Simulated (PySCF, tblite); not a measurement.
**C5H7BO2: infrared bands, NMR shifts, spin-spin couplings and electronic excitations in gas and solvents, part 1 of 2**

Aim: compute the infrared bands, NMR shifts, spin-spin couplings and electronic excitations of C5H7BO2 (`C#CB(O)OC1CC1`), and see what a dielectric continuum does where one was used.

The runs use tblite 0.8.0 and PySCF 2.14.0, with density-fitted response routines of our own; the level of theory stands in each step. All values are computed, except where a source is named. Atoms count from 0, in the outputs and in this text.

## (1) The molecule as given

15 atoms, charge 0, multiplicity 1; geometry from: force field or distance geometry start.

Bonds of the start (Å): C0–C1 1.24, C1–B2 1.53, B2–O3 1.47, B2–O4 1.49, O4–C5 1.37, C5–C6 1.50, C6–C7 1.52, C7–C5 1.48, C0–H8 1.06, O3–H9 1.00, C5–H10 1.13, C6–H11 1.09, C6–H12 1.11, C7–H13 1.13, C7–H14 1.13.

## (2) Geometry optimisation with GFN2-xTB

The job: settings as JSON, then the geometry in Å.

```
{"job": {"kind": "relax", "xc": "GFN2-xTB", "basis": "xTB"}, "charge": 0, "multiplicity": 1}
C      2.068600    -2.226400    -0.370600
C      1.929600    -1.003700    -0.481500
B      1.768000     0.508700    -0.609400
O      2.773000     1.344100     0.069700
O      0.396500     1.080900    -0.558900
C     -0.589700     0.152500    -0.345800
C     -1.785300     0.484100     0.495800
C     -1.917600     0.198100    -0.991600
H      2.181100    -3.273000    -0.264100
H      2.315200     2.055500     0.602100
H     -0.176800    -0.894900    -0.235100
H     -2.090900     1.508300     0.727500
H     -2.155100    -0.260400     1.236100
H     -2.498700    -0.750200    -1.173200
H     -2.222100     1.084400    -1.628400
```

Started as:

```bash
> OMP_NUM_THREADS=1 python probes_run.py task.json out
```

The driver reads the jobs from task.json and runs them one after another.

The program printed:

```text
step      E/eV     max force
  0    -641.37584    4.011
  1    -641.72691    7.768
  2    -641.99556    3.268
  3    -642.21219    1.311
  4    -642.28727    0.826
  5    -642.37066    0.903
  6    -642.40173    0.501
  7    -642.43737    0.496
  8    -642.47164    0.494
  9    -642.50656    0.535
 10    -642.53118    0.378
 11    -642.54926    0.310
 12    -642.56445    0.398
 13    -642.58146    0.405
 14    -642.60353    0.387
 15    -642.63065    0.411
 16    -642.65437    0.417
 17    -642.67105    0.374
 18    -642.68458    0.388
 19    -642.69621    0.308
 20    -642.70914    0.278
 21    -642.71733    0.271
 22    -642.72611    0.238
 23    -642.73337    0.224
 24    -642.74002    0.219
 25    -642.74641    0.233
 26    -642.75257    0.274
 27    -642.75677    0.253
 28    -642.75985    0.137
 29    -642.76209    0.109
 30    -642.76485    0.156
 31    -642.76784    0.171
 32    -642.77064    0.136
 33    -642.77261    0.122
 34    -642.77432    0.099
 35    -642.77604    0.118
 36    -642.77770    0.122
 37    -642.77928    0.108
 38    -642.78092    0.093
 39    -642.78268    0.105
 40    -642.78441    0.107
 41    -642.78596    0.082
 42    -642.78734    0.093
 43    -642.78854    0.082
 44    -642.78945    0.079
 45    -642.79012    0.076
 46    -642.79069    0.050
 47    -642.79112    0.037
 48    -642.79136    0.034
 49    -642.79149    0.027
 50    -642.79157    0.025
 51    -642.79165    0.027
 52    -642.79173    0.026
 53    -642.79179    0.021
 54    -642.79184    0.019
 55    -642.79191    0.026
 56    -642.79199    0.030
 57    -642.79205    0.022
 58    -642.79208    0.015
 59    -642.79210    0.016
 60    -642.79213    0.029
 61    -642.79218    0.040
 62    -642.79226    0.042
 63    -642.79233    0.025
 64    -642.79240    0.021
 65    -642.79247    0.033
 66    -642.79255    0.035
 67    -642.79266    0.043
 68    -642.79275    0.026
 69    -642.79281    0.023
 70    -642.79285    0.022
 71    -642.79289    0.018
 72    -642.79293    0.016
 73    -642.79295    0.009
```

It took 0.4 s on 1 thread of Arm Neoverse V1, shared host.

Relaxation path: (not every step is listed)

```csv
step,energy from step 0 (eV),largest force (eV/Å)
0,0.0000,4.0106
1,-0.3511,7.7680
2,-0.6197,3.2675
3,-0.8363,1.3115
4,-0.9114,0.8259
5,-0.9948,0.9025
6,-1.0259,0.5012
7,-1.0615,0.4965
8,-1.0958,0.4935
14,-1.2277,0.3871
20,-1.3333,0.2776
26,-1.3767,0.2743
32,-1.3948,0.1359
38,-1.4051,0.0931
44,-1.4136,0.0785
50,-1.4157,0.0247
56,-1.4162,0.0303
62,-1.4164,0.0424
68,-1.4169,0.0264
69,-1.4170,0.0226
70,-1.4170,0.0224
71,-1.4171,0.0185
72,-1.4171,0.0163
73,-1.4171,0.0093
```

Distances of close pairs at the start and the end, largest changes first:

```csv
bond,before (Å),after (Å),change (Å)
B2–O4,1.487,1.360,-0.127
B2–O3,1.473,1.352,-0.121
C7–H14,1.133,1.079,-0.054
C7–H13,1.127,1.079,-0.048
C5–H10,1.131,1.086,-0.045
O3–H9,1.000,0.957,-0.042
C6–H12,1.113,1.079,-0.035
C0–C1,1.236,1.202,-0.034
```

The final coordinates are the input of the step that follows.

## (3) Infrared spectrum with GFN2-xTB

The job: settings as JSON, then the geometry in Å.

```
{"job": {"kind": "ir", "xc": "GFN2-xTB", "basis": "xTB"}, "charge": 0, "multiplicity": 1}
C      2.342797    -2.253510    -0.385096
C      2.058087    -1.088733    -0.303839
B      1.660385     0.392156    -0.213107
O      2.636483     1.327174    -0.204837
O      0.370433     0.816612    -0.140092
C     -0.736910    -0.022432    -0.136288
C     -1.989111     0.481455     0.513356
C     -1.913270     0.363313    -0.982648
H      2.609464    -3.268738    -0.454349
H      2.309901     2.225272    -0.148101
H     -0.488242    -1.075827    -0.046167
H     -1.961817     1.473536     0.935506
H     -2.597815    -0.219126     1.062987
H     -2.468248    -0.420188    -1.474172
H     -1.836552     1.277024    -1.550721
```

The program printed:

```text
mode    cm-1     km/mol
  1      25.6      0.08
  2      91.7      0.13
  3     115.3      0.04
  4     181.3      5.62
  5     196.6      3.12
  6     338.1      1.86
  7     380.6     11.14
  8     413.4      0.84
  9     502.3      2.49
 10     538.1      1.42
 11     607.9    221.72
 12     682.7      6.81
 13     684.3      5.37
 14     700.0     46.50
 15     792.8      4.91
 16     852.4      1.58
 17     856.0     62.18
 18     960.2     82.66
 19     971.6     20.76
 20    1027.5     26.88
 21    1061.8      1.12
 22    1077.9      7.78
 23    1089.2      0.23
 24    1150.1      0.19
 25    1163.9     66.23
 26    1243.7    397.30
 27    1263.8    480.62
 28    1269.5    140.67
 29    1359.4     71.66
 30    1418.6      0.35
 31    1472.1     16.50
 32    2225.5     35.62
 33    2997.6     30.84
 34    3094.6     15.18
 35    3095.1     21.20
 36    3105.9      3.29
 37    3122.7     43.85
 38    3361.4      0.73
 39    3624.8     13.77
```

Run time: 0.41 s. Hardware: 1 thread of Arm Neoverse V1, shared host.

The strongest bands and the atoms that carry them (share of the mass-weighted mode):

```csv
cm⁻¹,km/mol,atoms
608,221.7,"H9 72 %, O3 12 %, B2 12 %"
856,62.2,"H9 23 %, O4 16 %, H13 11 %"
960,82.7,"H9 39 %, O3 15 %, O4 11 %"
1164,66.2,"C5 31 %, O4 14 %, B2 13 %"
1244,397.3,"B2 32 %, O4 18 %, H10 13 %"
1264,480.6,"B2 61 %, O3 17 %"
1270,140.7,"H10 46 %, B2 27 %, O4 10 %"
1359,71.7,"C5 39 %, H10 17 %, H12 10 %"
```

## (4) Optimising the geometry at PBE0-D3(BJ)/def2-SVP

The job: settings as JSON, then the geometry in Å.

```
{"job": {"xc": "PBE0", "basis": "def2-SVP", "d3": "d3bj", "grid": 1, "shake": 0.01, "kind": "geom"}, "charge": 0, "multiplicity": 1}
C      2.363210    -2.279070    -0.380920
C      2.052410    -1.093260    -0.305990
B      1.640190     0.389840    -0.221760
O      2.669710     1.329430    -0.208360
O      0.367620     0.809930    -0.150640
C     -0.740820    -0.017610    -0.138670
C     -1.979530     0.479460     0.513600
C     -1.897810     0.368760    -0.987700
H      2.607640    -3.263330    -0.435000
H      2.307200     2.222840    -0.138080
H     -0.497110    -1.078740    -0.037340
H     -1.956010     1.474450     0.942210
H     -2.626100    -0.208910     1.053390
H     -2.484930    -0.417420    -1.467170
H     -1.841000     1.266260    -1.550460
```

The program printed:

```text
step   0  E = -369.35595358  max force = 0.077937
step   1  E = -369.36076225  max force = 0.017685
step   2  E = -369.36131549  max force = 0.007993
step   3  E = -369.36167156  max force = 0.010154
step   4  E = -369.36183347  max force = 0.003123
step   5  E = -369.36191408  max force = 0.001232
step   6  E = -369.36192053  max force = 0.000671
step   7  E = -369.36192357  max force = 0.000590
step   8  E = -369.36192463  max force = 0.000767
step   9  E = -369.36192759  max force = 0.000764
step  10  E = -369.36193190  max force = 0.000447
optimisation converged
```

Run time: 94 s. Hardware: 1 thread of Arm Neoverse V1, shared host; peak memory 0.57 GiB.

Along the way:

```csv
step,energy from step 0 (eV),largest force component (eV/Å)
0,0.0000,4.0077
1,-0.1309,0.9094
2,-0.1459,0.4110
3,-0.1556,0.5221
4,-0.1600,0.1606
5,-0.1622,0.0634
6,-0.1624,0.0345
7,-0.1625,0.0303
8,-0.1625,0.0394
9,-0.1626,0.0393
10,-0.1627,0.0230
```

Close pairs (by a distance rule), those that changed most:

```csv
bond,before (Å),after (Å),change (Å)
C0–H8,1.016,1.075,+0.059
B2–O3,1.394,1.355,-0.039
C7–H14,1.061,1.093,+0.032
B2–O4,1.342,1.360,+0.018
C0–C1,1.228,1.216,-0.012
C6–H11,1.084,1.093,+0.009
O4–C5,1.383,1.391,+0.008
C5–C6,1.486,1.491,+0.006
```

The next job starts from the end point, and lists it.

```csv
at the end point,value
point group (found at 0.08 Å tolerance),Cs
"rotational constants (GHz, main isotopes)","3.357, 1.298, 1.012"
dipole moment (D),1.63
```

## (5) Nuclear shieldings: PBE0/pcSseg-1

The job: settings as JSON, then the geometry in Å.

```
{"job": {"kind": "nmr", "xc": "PBE0", "basis": "pcSseg-1"}, "charge": 0, "multiplicity": 1}
C      2.358225    -2.243038    -0.220841
C      2.058037    -1.064712    -0.223171
B      1.653041     0.424176    -0.224719
O      2.623017     1.369850    -0.218442
O      0.354162     0.826455    -0.229774
C     -0.737701    -0.035759    -0.237141
C     -1.954057     0.400423     0.507395
C     -1.942844     0.398748    -1.000251
H      2.639220    -3.280737    -0.218694
H      2.241359     2.255263    -0.218886
H     -0.469512    -1.097432    -0.233932
H     -1.896185     1.371084     1.006286
H     -2.540906    -0.354182     1.037531
H     -2.521832    -0.357154    -1.537215
H     -1.878404     1.368155    -1.500622
```

Level: GIAO PBE0/pcSseg-1 NMR shielding, non-relativistic, gas phase.

The program printed:

```text
coarse grid: 13032 points
cycle   1  E = -369.3815230748  dE =  1.257e+00  |g| = 8.307e-01  |ddm| = 3.481e+00
cycle   2  E = -369.2752884848  dE =  1.062e-01  |g| = 1.136e+00  |ddm| = 1.234e+00
cycle   3  E = -369.5094654032  dE = -2.342e-01  |g| = 1.424e-01  |ddm| = 7.591e-01
cycle   4  E = -369.5129745167  dE = -3.509e-03  |g| = 7.852e-02  |ddm| = 1.390e-01
cycle   5  E = -369.5143668243  dE = -1.392e-03  |g| = 2.570e-02  |ddm| = 6.236e-02
cycle   6  E = -369.5145264759  dE = -1.597e-04  |g| = 3.919e-03  |ddm| = 1.946e-02
cycle   7  E = -369.5145296858  dE = -3.210e-06  |g| = 1.093e-03  |ddm| = 3.790e-03
final grid: 127272 points
cycle   8  E = -369.5817513083  dE = -3.821e-05  |g| = 1.122e-02  |ddm| = 3.653e-02
cycle   9  E = -369.5817272339  dE =  2.407e-05  |g| = 1.614e-02  |ddm| = 1.734e-02
cycle  10  E = -369.5817761114  dE = -4.888e-05  |g| = 1.278e-03  |ddm| = 1.015e-02
cycle  11  E = -369.5817764419  dE = -3.305e-07  |g| = 3.773e-04  |ddm| = 1.186e-03
cycle  12  E = -369.5817764633  dE = -2.139e-08  |g| = 2.050e-04  |ddm| = 3.400e-04
cycle  13  E = -369.5817764722  dE = -8.931e-09  |g| = 6.625e-05  |ddm| = 1.596e-04
cycle  14  E = -369.5817764733  dE = -1.026e-09  |g| = 1.742e-05  |ddm| = 5.156e-05
cycle  15  E = -369.5817764733  dE = -5.480e-11  |g| = 4.360e-06  |ddm| = 1.222e-05
converged SCF energy = -369.5817764733

GIAO shielding tensors (ppm)
atom      isotropic    diamagn.    paramagn.     s11        s22        s33       span
  0 C       86.162     261.773    -175.611      6.318     11.405    240.762    234.444
  1 C       99.057     258.795    -159.739     -0.839      7.850    290.158    290.997
  2 B       81.291     195.761    -114.470     65.273     86.898     91.702     26.429
  3 O      206.888     383.261    -176.373     95.178    254.394    271.093    175.915
  4 O      183.089     397.240    -214.151     54.157    240.455    254.655    200.498
  5 C      133.478     241.910    -108.432     88.975    107.232    204.228    115.253
  6 C      176.558     253.731     -77.172    145.873    171.725    212.077     66.203
  7 C      176.539     255.603     -79.064    145.860    171.742    212.015     66.155
  8 H       28.901      32.208      -3.307     24.104     24.425     38.174     14.070
  9 H       27.540      31.178      -3.638     21.478     24.886     36.255     14.777
 10 H       27.085      31.807      -4.722     20.483     28.513     32.260     11.776
 11 H       30.645      30.839      -0.194     25.603     27.920     38.413     12.810
 12 H       30.707      30.633       0.074     25.224     26.609     40.288     15.064
 13 H       30.707      30.615       0.092     25.228     26.607     40.286     15.059
 14 H       30.646      30.864      -0.218     25.610     27.918     38.410     12.800
```

It took 20 s on 1 thread of Arm Neoverse V1, shared host; peak memory 0.79 GiB.

Shifts follow as δ = σ(reference) − σ, with reference shieldings (ppm) from runs at the same level and on the same kind of geometry: 1H TMS 31.27, 13C TMS 184.4, 17O H2O 334.6, 11B BF3·OEt2 100.7. The references are single molecules in the gas phase, so shifts against H2O, NH3, PH3, H3PO4 or CFCl3 are not on the usual liquid scales and can be off by tens of ppm. Atoms listed in one row are averaged.

```csv
atoms,environment,σ (ppm),δ (ppm),δ scaled to CDCl3
C0,terminal alkyne carbon,86.2,98.2,94.9
C1,alkyne carbon,99.1,85.4,82.4
C5,three-membered-ring carbon,133.5,50.9,48.9
"C6, C7",three-membered-ring carbon,176.5,7.9,7.1
H10,hydrogen on a three-membered-ring carbon,27.09,4.18,4.18
H9,hydrogen on an oxygen bonded to B,27.54,3.73,–
H8,hydrogen on a terminal alkyne carbon,28.90,2.37,2.46
"H11, H14",hydrogen on a three-membered-ring carbon,30.65,0.62,0.81
"H12, H13",hydrogen on a three-membered-ring carbon,30.71,0.56,0.75
B2,"boron bonded to C, 2 O",81.3,19.4,–
O4,"oxygen bonded to C, B",183.1,151.5,–
O3,"oxygen bonded to B, H",206.9,127.7,–
```

The scaled column applies a straight-line fit of computed shieldings to shifts measured in CDCl3 (root-mean-square error 0.21 ppm for H, 2.0 ppm for C).

Charges from the same density, by scheme (e):

```csv
atoms,Mulliken,IAO,Hirshfeld,ESP fit
C0,-0.24,-0.19,-0.08,-0.36
C1,-0.07,-0.17,-0.12,-0.14
B2,0.57,0.48,0.25,0.60
O3,-0.39,-0.53,-0.25,-0.63
O4,-0.48,-0.40,-0.17,-0.37
C5,0.05,0.07,0.03,0.11
"C6, C7",-0.23,-0.30,-0.10,-0.32
```

Mayer bond orders: C0–C1 2.57, C1–B2 0.93, B2–O3 1.29, B2–O4 1.15, O4–C5 0.88, C5–C6 0.96, C6–C7 0.96, C7–C5 0.96.

Ring of atoms C5, C6, C7: NICS(0) -39.8, NICS(1) -8.1, NICS(1)zz -20.1 ppm (means of both faces; NICS(1) differs between them: -9.3 and -6.9).

The two faces differ (NICS(1)zz -23.5 and -16.7 ppm).

In rings of three or four atoms NICS is ruled by the nearby σ bonds, so it says little on aromaticity.

## (6) Spin-spin couplings: B3LYP/pcJ-1

Same as in step 5 but for these lines:

```diff
@@ -1,2 +1,2 @@
-{"job": {"kind": "nmr", "xc": "PBE0", "basis": "pcSseg-1"}, "charge": 0, "multiplicity": 1}
+{"job": {"kind": "j", "xc": "B3LYP", "basis": "pcJ-1"}, "charge": 0, "multiplicity": 1}
 C      2.358225    -2.243038    -0.220841
```

With the program's defaults for keys left out, this is: B3LYP/pcJ-1 indirect spin-spin coupling, non-relativistic, gas phase.

The program printed:

```text
coarse grid: 13032 points
cycle   1  E = -369.8289416795  dE =  1.182e+00  |g| = 9.451e-01  |ddm| = 3.341e+00
cycle   2  E = -369.6356560624  dE =  1.933e-01  |g| = 1.404e+00  |ddm| = 1.443e+00
cycle   3  E = -369.9865244631  dE = -3.509e-01  |g| = 1.737e-01  |ddm| = 9.420e-01
cycle   4  E = -369.9910771976  dE = -4.553e-03  |g| = 1.077e-01  |ddm| = 1.725e-01
cycle   5  E = -369.9935774178  dE = -2.500e-03  |g| = 4.002e-02  |ddm| = 8.252e-02
cycle   6  E = -369.9939595400  dE = -3.821e-04  |g| = 5.309e-03  |ddm| = 2.724e-02
cycle   7  E = -369.9939651611  dE = -5.621e-06  |g| = 1.577e-03  |ddm| = 5.119e-03
final grid: 127272 points
cycle   8  E = -370.0762375389  dE = -1.882e-04  |g| = 7.336e-03  |ddm| = 2.762e-02
cycle   9  E = -370.0762271421  dE =  1.040e-05  |g| = 9.956e-03  |ddm| = 1.156e-02
cycle  10  E = -370.0762476204  dE = -2.048e-05  |g| = 1.749e-03  |ddm| = 7.127e-03
cycle  11  E = -370.0762479213  dE = -3.009e-07  |g| = 1.186e-03  |ddm| = 1.818e-03
cycle  12  E = -370.0762482244  dE = -3.032e-07  |g| = 3.875e-04  |ddm| = 8.609e-04
cycle  13  E = -370.0762482578  dE = -3.339e-08  |g| = 4.361e-05  |ddm| = 2.450e-04
cycle  14  E = -370.0762482582  dE = -3.899e-10  |g| = 1.627e-05  |ddm| = 4.076e-05
converged SCF energy = -370.0762482582

Indirect spin-spin couplings (Hz)
  i      j    bonds     total        FC       PSO       DSO        SD
  0 C    1 C    1    165.871   159.162     6.632     0.077         -
  0 C    2 B    2     23.364    21.349     1.579    -0.101     0.537
  0 C    3 O    3     -3.133    -3.131    -0.039     0.036         -
  0 C    4 O    3     -0.477    -0.487    -0.025     0.035         -
  0 C    5 C    4      0.458     0.448     0.012    -0.002         -
  0 C    8 H    1    263.060   264.043    -1.341     0.358         -
  0 C    9 H    4      1.663     1.583     0.588    -0.508         -
  1 C    2 B    1    128.451   129.321    -1.521     0.368     0.284
  1 C    3 O    2    -19.176   -19.174     0.008    -0.010         -
  1 C    4 O    2     -2.281    -2.260    -0.009    -0.012         -
  1 C    5 C    3      3.302     3.312    -0.075     0.064         -
  1 C    8 H    2     46.204    41.795     5.555    -1.145         -
  1 C    9 H    3      9.997    10.025     0.566    -0.594         -
  2 B    3 O    1    -13.506   -18.414     5.285    -0.140    -0.237
  2 B    4 O    1    -15.476   -20.233     5.219    -0.192    -0.270
  2 B    5 C    2      2.742     2.841    -0.087    -0.024     0.012
  2 B    6 C    3      1.228     1.228     0.072    -0.088     0.016
  2 B    7 C    3      1.188     1.189     0.071    -0.088     0.015
  2 B    8 H    3      4.828     4.564     0.606    -0.426     0.084
  2 B    9 H    2     -4.966    -3.646    -0.484    -0.751    -0.085
  2 B   10 H    3      3.555     3.750    -0.420     0.238    -0.012
  3 O    5 C    3      0.692     0.528     0.116     0.048         -
  3 O    8 H    4      0.666     0.595    -0.074     0.144         -
  3 O    9 H    1    -79.073   -66.794   -11.956    -0.323         -
  4 O    5 C    1     15.608    15.968    -0.201    -0.159         -
  4 O    6 C    2     -3.149    -3.264     0.114     0.000         -
  4 O    7 C    2     -3.110    -3.225     0.115     0.000         -
  4 O    8 H    4      0.338     0.243    -0.052     0.147         -
  4 O    9 H    3     -1.395    -1.970     0.723    -0.147         -
  4 O   10 H    2     -1.986    -1.537    -0.557     0.107         -
  4 O   11 H    3     -4.730    -4.633    -0.004    -0.094         -
  4 O   12 H    3     -2.183    -2.237    -0.167     0.221         -
  4 O   13 H    3     -2.170    -2.224    -0.167     0.221         -
  4 O   14 H    3     -4.734    -4.636    -0.004    -0.093         -
  5 C    6 C    1     19.362    20.424    -1.297     0.234         -
  5 C    7 C    1     19.400    20.463    -1.297     0.234         -
  5 C    8 H    5     -0.428    -0.401     0.072    -0.099         -
  5 C   10 H    1    190.520   189.686    -0.443     1.277         -
  5 C   11 H    2     -4.151    -4.191     0.229    -0.189         -
  5 C   12 H    2      0.519     0.445     0.275    -0.202         -
  5 C   13 H    2      0.525     0.452     0.275    -0.202         -
  5 C   14 H    2     -4.145    -4.185     0.230    -0.190         -
  6 C    7 C    1     13.004    13.279    -0.450     0.175         -
  6 C   10 H    2      0.838     0.854     0.259    -0.275         -
  6 C   11 H    1    169.277   167.741     0.689     0.847         -
  6 C   12 H    1    169.470   167.893     0.773     0.804         -
  6 C   13 H    2     -2.754    -2.948     0.550    -0.356         -
  6 C   14 H    2     -1.980    -2.133     0.466    -0.313         -
  7 C   10 H    2      0.852     0.868     0.259    -0.275         -
  7 C   11 H    2     -1.979    -2.131     0.465    -0.313         -
  7 C   12 H    2     -2.749    -2.943     0.549    -0.356         -
  7 C   13 H    1    169.369   167.791     0.774     0.804         -
  7 C   14 H    1    169.276   167.741     0.688     0.848         -
  8 H    9 H    5     -0.190    -0.060     1.454    -1.584         -
  9 H   10 H    5     -0.192    -0.043     1.344    -1.493         -
 10 H   11 H    3      3.399     3.468     2.537    -2.607         -
 10 H   12 H    3      7.628     7.668     0.094    -0.134         -
 10 H   13 H    3      7.632     7.672     0.094    -0.134         -
 10 H   14 H    3      3.402     3.471     2.538    -2.607         -
 11 H   12 H    2     -6.457    -6.624     3.075    -2.908         -
 11 H   13 H    3      7.997     8.022     2.700    -2.725         -
 11 H   14 H    3     12.735    12.763     0.154    -0.183         -
 12 H   13 H    3     11.494    11.544     0.437    -0.487         -
 12 H   14 H    3      7.985     8.009     2.700    -2.724         -
 13 H   14 H    2     -6.490    -6.657     3.073    -2.906         -
```

Wall time 63 s (1 thread of Arm Neoverse V1, shared host); peak memory 1.1 GiB.

Couplings of 1 Hz or more, nine at most for each number of bonds, with means over like pairs (isotopes 11B, 13C, 1H, 17O):

```csv
pair,bonds,J (Hz),Fermi contact (Hz),dihedral (°)
C0–H8,1,263.1,264.0,–
C5–H10,1,190.5,189.7,–
C6–H12,1,169.4,167.8,–
C6–H11,1,169.3,167.7,–
C0–C1,1,165.9,159.2,–
C1–B2,1,128.5,129.3,–
O3–H9,1,-79.1,-66.8,–
C5–C6,1,19.4,20.4,–
O4–C5,1,15.6,16.0,–
C1–H8,2,46.2,41.8,–
C0–B2,2,23.4,21.3,–
C1–O3,2,-19.2,-19.2,–
H11–H12,2,-6.5,-6.6,–
B2–H9,2,-5.0,-3.6,–
C5–H11,2,-4.1,-4.2,–
O4–C6,2,-3.1,-3.2,–
C6–H13,2,-2.8,-2.9,–
B2–C5,2,2.7,2.8,–
H11–H14,3,12.7,12.8,0
H12–H13,3,11.5,11.5,0
C1–H9,3,10.0,10.0,-180
H11–H13,3,8.0,8.0,-146
H10–H12,3,7.6,7.7,0
B2–H8,3,4.8,4.6,–
O4–H11,3,-4.7,-4.6,0
B2–H10,3,3.6,3.8,0
H10–H11,3,3.4,3.5,144
C0–H9,4,1.7,1.6,–
```

The spin-dipole term was solved for some atoms only; pairs without it lack that part.

The response was solved for the nuclei of B, C, H alone, so couplings that need other nuclei can be missing.

Quadrupole couplings from the field gradients of the same density:

```csv
atom,isotope,eQq/h (MHz),η
O4,17O,-9.188,0.08
O3,17O,-8.251,0.18
B2,11B,2.620,0.24
```

Shifts (PBE0/pcSseg-1, unscaled) and these couplings together give the proton spectrum at 400 MHz below. Couplings to quadrupolar nuclei are left out.

1H NMR δ 4.18 (m, 1H), 3.73 (br s, 1H), 2.37 (s, 1H), 0.62 (m, 2H), 0.56 (m, 2H).

(Continued in part 2 of 2.)
